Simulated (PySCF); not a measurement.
# The bond of CsTl, level by level

One job finds the state of CsTl, follows it along the bond with each method and fits the curves.

Computed with PySCF 2.14.0. Level: Cs def2-SVPD with ECP46, Tl def2-SVPD with ECP60, scalar-relativistic core potentials.

4 further runs of the same task are left out: 4 that didn't finish.

## (1) Set-up

A driver script around PySCF takes these settings:

| Item | Value |
| --- | --- |
| atoms | Cs, Tl |
| charge | 0 |
| basis | Cs def2-SVPD with ECP46, Tl def2-SVPD with ECP60 |
| Hamiltonian | scalar-relativistic core potentials |
| basis functions | 59 |
| electrons treated | 30 |
| masses in u | 132.9054, 204.9744 |
| levels | PBE0, PBE, PBEsol, HF, MP2, SCS-MP2 |
| grid | 80 radial by 434 angular points |
| occupations | held fixed by the projection of orbital angular momentum |
| dissociation limit | Cs + Tl, each in its ground configuration |
| starting distance in angstrom | 3.635 |
| values of 2S to try | 0, 2 |

Further steps of the session: PBE0 along the bond; Excited determinants; PBE (GGA); PBEsol (GGA); UHF.

What does the calculation give? Wanted: for each run, Re; ωe; De; μ.

As calculated:

Lowest PBE0 solution found, without spin–orbit coupling: ³Π (triplet), unpaired electrons σ ↑, π ↑. State 2 has its PBE0 minimum 0.10 eV higher. State 3 has its PBE0 minimum 0.17 eV higher, as a spin-mixed determinant (⟨S²⟩ = 1.00), so this is no gap between pure states. The other levels ran on the lowest alone.

| level | Re (Å) | ωe (cm⁻¹) | De (eV) | μ (D) |
| --- | --- | --- | --- | --- |
| UHF | 4.101 | 41.9 | 0.138 | -8.63 |
| UHF-MP2 | 3.918 | 51.6 | 0.388 | n/a |
| UHF-SCS-MP2 | 3.955 | 48.6 | 0.298 | n/a |
| PBE | 3.870 | 52.4 | 0.56 | -5.94 |
| PBEsol | 3.794 | 55.7 | 0.64 | -6.08 |
| PBE0 | 3.854 | 54.1 | 0.51 | -6.85 |

De is counted to Cs + Tl in their ground configurations. A positive dipole means Cs(−)Tl(+).

Bond lengths run from 3.794 Å (PBEsol) to 4.101 Å (UHF). Of the levels with a De here, UHF gives the least (0.138 eV) and PBEsol the most (0.64 eV).

Correlated steps freeze 4 core orbitals. Spin–orbit coupling is left out, which matters for elements this heavy, above all for dissociation energies. With spin–orbit coupling the term label itself may not hold.
